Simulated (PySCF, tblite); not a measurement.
# C₄H₉NOSi₂: geometry, infrared bands and NMR shifts

Aim: predict the infrared bands and NMR shifts of C₄H₉NOSi₂ (`C=CCO[Si@@H]([SiH3])C#N`).

The runs use tblite 0.8.0 and PySCF 2.14.0, with density-fitted response routines of our own; the level of theory stands in each step. All values are computed, except where a source is named. Atoms are numbered from 0 throughout.

## 1. Starting geometry

17 atoms, charge 0, multiplicity 1; geometry from: force field or distance geometry start.

Bonds of the start (Å): C0–C1 1.34, C1–C2 1.49, C2–O3 1.44, O3–Si4 1.68, Si4–Si5 2.32, Si4–C6 1.88, C6–N7 1.15, C0–H8 1.08, C0–H9 1.08, C1–H10 1.09, C2–H11 1.10, C2–H12 1.10, Si4–H13 1.48, Si5–H14 1.49, Si5–H15 1.50, Si5–H16 1.48.

## 2. Relaxing the molecule with GFN2-xTB

What the job is given:

```
{"job": {"kind": "relax", "xc": "GFN2-xTB", "basis": "xTB"}, "charge": 0, "multiplicity": 1}
C      3.298100     0.719300    -0.718100
C      2.411600     0.631000     0.284600
C      1.346700    -0.409600     0.396800
O      0.102200     0.298400     0.495300
Si    -1.306000    -0.605400     0.630400
Si    -3.146800     0.795500     0.753000
C     -1.631900    -1.731700    -0.843300
N     -1.808700    -2.440400    -1.736100
H      4.050700     1.498300    -0.723500
H      3.264400     0.036700    -1.555400
H      2.473800     1.339300     1.110400
H      1.335600    -1.059800    -0.488600
H      1.508900    -1.014500     1.298400
H     -1.203500    -1.403900     1.874600
H     -3.288300     1.634000    -0.470300
H     -3.024200     1.715100     1.935000
H     -4.389600     0.009800     0.940100
```

Command:

```sh
OMP_NUM_THREADS=1 python probes_run.py task.json out
```

The driver reads the jobs from task.json and runs them one after another.

**Question.** This job is followed by: GFN2-xTB harmonic vibrations, gas phase; GIAO PBE0/pcSseg-1 NMR shielding, non-relativistic, gas phase. What will the session give for the following? strongest single infrared mode (GFN2-xTB); zero-point energy (GFN2-xTB); 13C shifts against TMS (PBE0/pcSseg-1); 1H shifts against TMS (PBE0/pcSseg-1, means over atoms taken as alike); 17O shifts against H2O (PBE0/pcSseg-1); 29Si shifts against TMS (PBE0/pcSseg-1); 15N shifts against NH3 (PBE0/pcSseg-1); surface potential, 1st and 99th percentile.

**Answer**, as computed:

| quantity | value |
| --- | --- |
| strongest single infrared mode (GFN2-xTB) | 660 cm⁻¹, 412 km/mol |
| zero-point energy (GFN2-xTB) | 71.5 kcal/mol |
| 13C shifts against TMS (PBE0/pcSseg-1) | 145.7, 125.2, 123.6, 72.2 ppm |
| 1H shifts against TMS (PBE0/pcSseg-1, means over atoms taken as alike) | 6.36, 5.62, 5.52, 5.43, 4.59, 4.39, 3.52 ppm |
| 17O shifts against H2O (PBE0/pcSseg-1) | 31.5 ppm |
| 29Si shifts against TMS (PBE0/pcSseg-1) | -42.4, -115.5 ppm |
| 15N shifts against NH3 (PBE0/pcSseg-1) | 365.1 ppm |
| surface potential, 1st and 99th percentile | -1.67 V and 1.57 V |

Relaxing lowered the energy by 0.287 eV in 86 steps; the close pair that moved most is O3–Si4, from 1.679 to 1.619 Å. No mode is imaginary among the 45: a minimum at this level. The strongest single mode, at 660 cm⁻¹, moves mainly H13. Unscaled tight-binding wavenumbers are off by several per cent, some by more. Its intensities can rank the bands wrongly. The most deshielded carbon is C1 (alkene CH), at 145.7 ppm: an sp2 carbon of a C=C bond. H10 (hydrogen on an alkene CH) lies farthest downfield among hydrogen, at 6.36 ppm; olefinic region. At PBE0/pcSseg-1: The largest span, 580 ppm, is at N7, where the paramagnetic term is -436 ppm. By nearest atom (PBE0/pcSseg-1), the HOMO sits on C0, C1 about 34 % each; H12 7 % and the LUMO on Si4 21 %; N7 16 %.
